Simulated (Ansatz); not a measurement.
# CH₆GeS: how energies converge with the basis set

Aim: see how fast density functionals converge with the basis set for CH₆GeS.

Program: Ansatz 0.2.0, Gaussian basis. Level of theory: one geometry, several basis sets. These are calculated values, not measurements.

Levels to be run: PBE0-D4/def2-SVP; ωB97M-V/def2-SVP; PBE0-D4/def2-QZVPP; ωB97M-V/def2-QZVPP; the functionals' def2-TZVPP values are taken from earlier runs.

### Step 1. Structure used throughout

All runs share one geometry, relaxed beforehand with PBE0-D4 in a triple-zeta def2 set.

SMILES `S[CH2][GeH3]`, 9 atoms, charge 0, spin multiplicity 1.

Atoms are counted from 1 here; the program's logs count them from 0.

Bond lengths: S1–C2 1.808 Å, S1–H4 1.343 Å, C2–Ge3 1.962 Å, C2–H5 1.092 Å, C2–H6 1.091 Å, Ge3–H7 1.541 Å, Ge3–H8 1.539 Å, Ge3–H9 1.535 Å. Angles: C2–S1–H4 97.4°, S1–C2–Ge3 112.6°, S1–C2–H5 105.4°, S1–C2–H6 110.9°, Ge3–C2–H5 108.8°, Ge3–C2–H6 111.2°, H5–C2–H6 107.5°, C2–Ge3–H7 110.6°, C2–Ge3–H8 108.3°, C2–Ge3–H9 109.4°, H7–Ge3–H8 109.2°, H7–Ge3–H9 109.9°, H8–Ge3–H9 109.5°.

### Step 2. PBE0-D4 in def2-SVP

Input file in.yaml:

```yaml
crystal:
  periodic: [false, false, false]
  atoms:
    - {symbol: S, position_ang: [-1.510528, 1.257586, -0.663513]}
    - {symbol: C, position_ang: [0.222117, 0.836488, -0.362939]}
    - {symbol: Ge, position_ang: [0.429515, -0.842182, 0.631961]}
    - {symbol: H, position_ang: [-1.879763, 0.090135, -1.215406]}
    - {symbol: H, position_ang: [0.619119, 1.654284, 0.241488]}
    - {symbol: H, position_ang: [0.785349, 0.814574, -1.296818]}
    - {symbol: H, position_ang: [1.920437, -1.199963, 0.785114]}
    - {symbol: H, position_ang: [-0.280106, -1.959502, -0.153173]}
    - {symbol: H, position_ang: [-0.217840, -0.697621, 2.016087]}
basis:
  gaussian: {orbitals: def2-SVP}
hamiltonian: {xc: pbe0, dispersion: d4}
output: {orbitals: {seedname: orbitals}}
```

Launch:

```
> ansatz run in.yaml --threads 2 --pin off --events-out ev --progress --plain --max-ram 4352MiB
```

The log of the run:

```text
Functional definition: PBE0
  name "PBE0"
  cite "Adamo & Barone, J. Chem. Phys. 110, 6158 (1999) doi:10.1063/1.478522"
  cite "Perdew, Burke & Ernzerhof, Phys. Rev. Lett. 77, 3865 (1996) doi:10.1103/PhysRevLett.77.3865"
  parent pbe
  parameter a = 0.25
  parameter kappa = 0.804
  parameter beta = 0.06672455060314922
  exchange = (1 - a)*pbe_x(kappa = kappa, mu = beta*pi^2/3) + a*exact_x
  correlation = pbe_c(beta = beta)
932 factors; integrals over basis functions are off by at most 1.4e-3 eV
mean field evaluation 1: about -68461.7048 eV, gradient 3.5e1 eV
mean field evaluation 2: about -68459.8152 eV, gradient 4.3e1 eV
mean field evaluation 4: about -68464.4264 eV, gradient 1.0e0 eV
mean field evaluation 8: about -68464.4988 eV, gradient 6.7e-2 eV
mean field -68464.49885929 eV, -2516.0239261747 hartree, gradient 6.5e-5 eV, S^2 0.000000; 0 other end points of the search recorded, 0 dependent functions left out
reference -68464.49888492 eV, -2516.0239271166 hartree; 30, 30 occupied and 64, 64 virtual orbitals, 932 factors
Total energy: -68464.64863512 eV, -2516.0294303352 hartree
```

Run time: 1.8 s. Hardware: 2 threads of Arm Neoverse V1, shared host.

### Step 3. ωB97M-V in def2-SVP

Changes to in.yaml since step 2:

```diff
@@ -14,3 +14,3 @@
   gaussian: {orbitals: def2-SVP}
-hamiltonian: {xc: pbe0, dispersion: d4}
+hamiltonian: {xc: {name: wB97M-V}}
 output: {orbitals: {seedname: orbitals}}
```

Same command.

The log of the run:

```text
Functional definition: wB97M-V
  name "wB97M-V"
  cite "Mardirossian & Head-Gordon, J. Chem. Phys. 144, 214110 (2016) doi:10.1063/1.4952647"
  cite "Becke, J. Chem. Phys. 107, 8554 (1997) doi:10.1063/1.475007"
  cite "Vydrov & Van Voorhis, J. Chem. Phys. 133, 244103 (2010) doi:10.1063/1.3521275"
  # Of w^i u^j: cxij and so on, Table III.
  parameter omega = 0.3/bohr
  parameter cx = 0.15
  parameter cx01 = 1.007
  parameter cx10 = 0.259
  parameter css00 = 0.443
  parameter css04 = -1.437
  parameter css10 = -4.535
  parameter css20 = -3.390
  parameter css43 = 4.278
  parameter cos00 = 1.000
  parameter cos10 = 1.358
  parameter cos20 = 2.924
  parameter cos21 = -8.812
  parameter cos60 = -1.390
  parameter cos61 = 9.142
  parameter b = 6.0
  parameter c = 0.01
  gx(w, u) = 1 - cx + cx01*u + cx10*w
  gss(w, u) = css00 + css04*u^4 + css10*w + css20*w^2 + css43*w^4*u^3
  gos(w, u) = cos00 + cos10*w + (cos20 + cos21*u)*w^2 + (cos60 + cos61*u)*w^6
  exchange = spin_sum(e_x_unif_sr(omega)*gx(b97_w, b97_u_x)) + cx*exact_x_sr(omega) + exact_x_lr(omega)
  correlation = spin_sum(e_c_pw_mod_same_spin*gss(b97_w, b97_u_same))
      + integral(e_c_pw_mod_opposite_spin*gos(b97_w_opposite, b97_u_opposite)) + vv10(b, c)
932 factors; integrals over basis functions are off by at most 1.4e-3 eV
282 factors; integrals over basis functions are off by at most 4.9e-6 eV
mean field evaluation 1: about -68470.6185 eV, gradient 2.5e1 eV
mean field evaluation 2: about -68471.1408 eV, gradient 2.1e1 eV
mean field evaluation 4: about -68471.9581 eV, gradient 4.2e-1 eV
mean field evaluation 8: about -68472.0056 eV, gradient 2.5e-2 eV
mean field evaluation 16: about -68472.0056 eV, gradient 4.3e-5 eV
mean field -68472.00557346 eV, -2516.2997928324 hartree, gradient 4.3e-5 eV, S^2 0.000000; 0 other end points of the search recorded, 0 dependent functions left out
reference -68472.00561322 eV, -2516.2997942933 hartree; 30, 30 occupied and 64, 64 virtual orbitals, 932 factors
Total energy: -68472.00561322 eV, -2516.2997942933 hartree
```

Wall time 7.5 s (2 threads of Arm Neoverse V1, shared host).

### Step 4. PBE0-D4 in def2-QZVPP

Changes to in.yaml since step 3:

```diff
@@ -13,4 +13,4 @@
 basis:
-  gaussian: {orbitals: def2-SVP}
-hamiltonian: {xc: {name: wB97M-V}}
+  gaussian: {orbitals: "def2-QZVPP.json"}
+hamiltonian: {xc: pbe0, dispersion: d4}
 output: {orbitals: {seedname: orbitals}}
```

Same command.

The log of the run:

```text
Functional definition: PBE0
  name "PBE0"
  cite "Adamo & Barone, J. Chem. Phys. 110, 6158 (1999) doi:10.1063/1.478522"
  cite "Perdew, Burke & Ernzerhof, Phys. Rev. Lett. 77, 3865 (1996) doi:10.1103/PhysRevLett.77.3865"
  parent pbe
  parameter a = 0.25
  parameter kappa = 0.804
  parameter beta = 0.06672455060314922
  exchange = (1 - a)*pbe_x(kappa = kappa, mu = beta*pi^2/3) + a*exact_x
  correlation = pbe_c(beta = beta)
1483 factors; their error is unknown
mean field evaluation 1: about -68473.5768 eV, gradient 4.7e1 eV
mean field evaluation 2: about -68469.3201 eV, gradient 6.0e1 eV
mean field evaluation 4: about -68478.1319 eV, gradient 1.8e0 eV
mean field evaluation 8: about -68478.1360 eV, gradient 2.8e-2 eV
mean field evaluation 16: about -68478.2885 eV, gradient 3.2e-5 eV
mean field -68478.28854882 eV, -2516.5306879181 hartree, gradient 3.2e-5 eV, S^2 0.000000; 0 other end points of the search recorded, 0 dependent functions left out
reference -68478.28858733 eV, -2516.5306893334 hartree; 30, 30 occupied and 366, 366 virtual orbitals, 1483 factors
Total energy: -68478.43833754 eV, -2516.5361925519 hartree
```

Wall time 14 s (2 threads of Arm Neoverse V1, shared host); peak memory 1.2 GiB.

### Step 5. ωB97M-V in def2-QZVPP

Changes to in.yaml since step 4:

```diff
@@ -14,3 +14,3 @@
   gaussian: {orbitals: "def2-QZVPP.json"}
-hamiltonian: {xc: pbe0, dispersion: d4}
+hamiltonian: {xc: {name: wB97M-V}}
 output: {orbitals: {seedname: orbitals}}
```

Launched as before.

The log of the run:

```text
Functional definition: wB97M-V
  name "wB97M-V"
  cite "Mardirossian & Head-Gordon, J. Chem. Phys. 144, 214110 (2016) doi:10.1063/1.4952647"
  cite "Becke, J. Chem. Phys. 107, 8554 (1997) doi:10.1063/1.475007"
  cite "Vydrov & Van Voorhis, J. Chem. Phys. 133, 244103 (2010) doi:10.1063/1.3521275"
  # Of w^i u^j: cxij and so on, Table III.
  parameter omega = 0.3/bohr
  parameter cx = 0.15
  parameter cx01 = 1.007
  parameter cx10 = 0.259
  parameter css00 = 0.443
  parameter css04 = -1.437
  parameter css10 = -4.535
  parameter css20 = -3.390
  parameter css43 = 4.278
  parameter cos00 = 1.000
  parameter cos10 = 1.358
  parameter cos20 = 2.924
  parameter cos21 = -8.812
  parameter cos60 = -1.390
  parameter cos61 = 9.142
  parameter b = 6.0
  parameter c = 0.01
  gx(w, u) = 1 - cx + cx01*u + cx10*w
  gss(w, u) = css00 + css04*u^4 + css10*w + css20*w^2 + css43*w^4*u^3
  gos(w, u) = cos00 + cos10*w + (cos20 + cos21*u)*w^2 + (cos60 + cos61*u)*w^6
  exchange = spin_sum(e_x_unif_sr(omega)*gx(b97_w, b97_u_x)) + cx*exact_x_sr(omega) + exact_x_lr(omega)
  correlation = spin_sum(e_c_pw_mod_same_spin*gss(b97_w, b97_u_same))
      + integral(e_c_pw_mod_opposite_spin*gos(b97_w_opposite, b97_u_opposite)) + vv10(b, c)
1443 factors; their error is unknown
328 factors; integrals over basis functions are off by at most 9.1e-6 eV
mean field evaluation 1: about -68483.4058 eV, gradient 3.4e1 eV
mean field evaluation 2: about -68483.9931 eV, gradient 3.1e1 eV
mean field evaluation 4: about -68485.7215 eV, gradient 1.3e0 eV
mean field evaluation 8: about -68485.8140 eV, gradient 4.3e-2 eV
mean field -68485.81403405 eV, -2516.8072443995 hartree, gradient 7.2e-5 eV, S^2 0.000000; 0 other end points of the search recorded, 0 dependent functions left out
reference -68485.81409372 eV, -2516.8072465921 hartree; 30, 30 occupied and 366, 366 virtual orbitals, 1443 factors
Total energy: -68485.81409372 eV, -2516.8072465921 hartree
```

Wall time 30 s (2 threads of Arm Neoverse V1, shared host); peak memory 1.4 GiB.

### Step 6. Functionals by basis

The def2-TZVPP values come from earlier runs at the same geometry.

```
functional       basis  functions  energy (eV)  from the largest (eV)  HOMO (eV)  LUMO (eV)
   PBE0-D4    def2-SVP         94  -68464.6486                 13.790      -6.62       0.51
   PBE0-D4  def2-TZVPP        205  -68476.8091                  1.629      -6.75       0.10
   PBE0-D4  def2-QZVPP        396  -68478.4383                  0.000      -6.79      -0.12
   ωB97M-V    def2-SVP         94  -68472.0056                 13.808      -8.79       2.39
   ωB97M-V  def2-TZVPP        205  -68484.2232                  1.591      -8.95       1.83
   ωB97M-V  def2-QZVPP        396  -68485.8141                  0.000      -8.99       1.36
```

### Step 7. Results

```
                                       quantity           value
PBE0-D4: double and triple zeta above quadruple  13.79, 1.63 eV
ωB97M-V: double and triple zeta above quadruple  13.81, 1.59 eV
```

What this shows: PBE0-D4 gains 12.16 eV from double to triple zeta, then 1.63 eV more. Total energies overstate the basis error of differences, where much of it tends to cancel. The LUMO of ωB97M-V is positive and keeps falling with the basis (2.39 to 1.36 eV): an unbound level that the basis holds in place.

For PBE0-D4 the largest set took about 7 times as long as the smallest (14 s against 1.8 s).
